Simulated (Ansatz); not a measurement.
Crystal: NaMg6Cr.

```
CELL_PARAMETERS angstrom
5.13718 0.00000 0.00000
0.00000 3.21353 5.49057
0.00000 -3.21353 5.49057
ATOMIC_POSITIONS crystal
Cr 0.50000 0.33347 0.33347
Mg 0.00000 0.17118 0.17118
Mg 0.00000 0.66434 0.66434
Mg 0.00000 0.17624 0.65433
Mg 0.00000 0.65433 0.17624
Mg 0.50000 0.33311 0.83347
Mg 0.50000 0.83347 0.33311
Na 0.50000 0.83386 0.83386
```

The cell comes from a database or a generator and needn't be the stable form of this composition.

| Property | Result |
| --- | --- |
| Program | Ansatz 0.2.0 |
| Task | single point |
| Functional | PBE |
| Potentials or basis | Ansatz PAW |
| Cutoff | 420 eV (not typed: the program's choice for these potentials) |
| k mesh | 5 × 5 × 5 |
| Occupations | fermi-dirac, width 0.05 eV |
| Spin | collinear spin, ferromagnetic start |
| Starting moments | [3.0, 0.0, 0.0, 0.0, 0.0, 0.0, 0.0, 0.0] μB |

On this cell: pressure 0.2 GPa; largest force 0.027 eV/Å; net moment 4.44 μB per cell; site moments Cr +4.02; Mg -0.00, +0.02, -0.02; Na +0.01 μB; band gap on the k mesh none (metal or under the smearing width).

The same run follows on a disturbed copy (atoms moved at random, drawn with an rms of 0.05 Å):

```
CELL_PARAMETERS angstrom
5.13718 0.00000 0.00000
0.00000 3.21353 5.49057
0.00000 -3.21353 5.49057
ATOMIC_POSITIONS crystal
Cr 0.49984 0.32996 0.33814
Mg 0.00050 0.17825 0.16532
Mg 0.00264 0.66206 0.65750
Mg 0.00367 0.17990 0.64966
Mg 0.99803 0.65079 0.17687
Mg 0.49784 0.34483 0.83005
Mg 0.49559 0.82768 0.32971
Na 0.49796 0.84122 0.83340
```

Task: What changes?

Result: The energy (extrapolated to zero smearing) moves by +2.6 meV/atom; pressure 0.3 GPa; largest force 0.192 eV/Å; net moment 4.42 μB per cell; site moments Cr +3.99; Mg -0.00, +0.02, -0.02; Na +0.01 μB; band gap on the k mesh none (metal or under the smearing width).

Forces in eV/Å, atoms in the order of the input:
```
Cr   0.010  0.100 -0.014
Mg  -0.034 -0.109 -0.108
Mg  -0.088  0.066  0.157
Mg  -0.068 -0.103 -0.015
Mg  -0.010  0.120 -0.034
Mg   0.071 -0.127 -0.068
Mg   0.070  0.063  0.143
Na   0.050 -0.010 -0.062
```

Stress tensor (GPa, compression positive):
```
 0.01 -0.02 -0.01
-0.02  0.60 -0.03
-0.01 -0.03  0.27
```
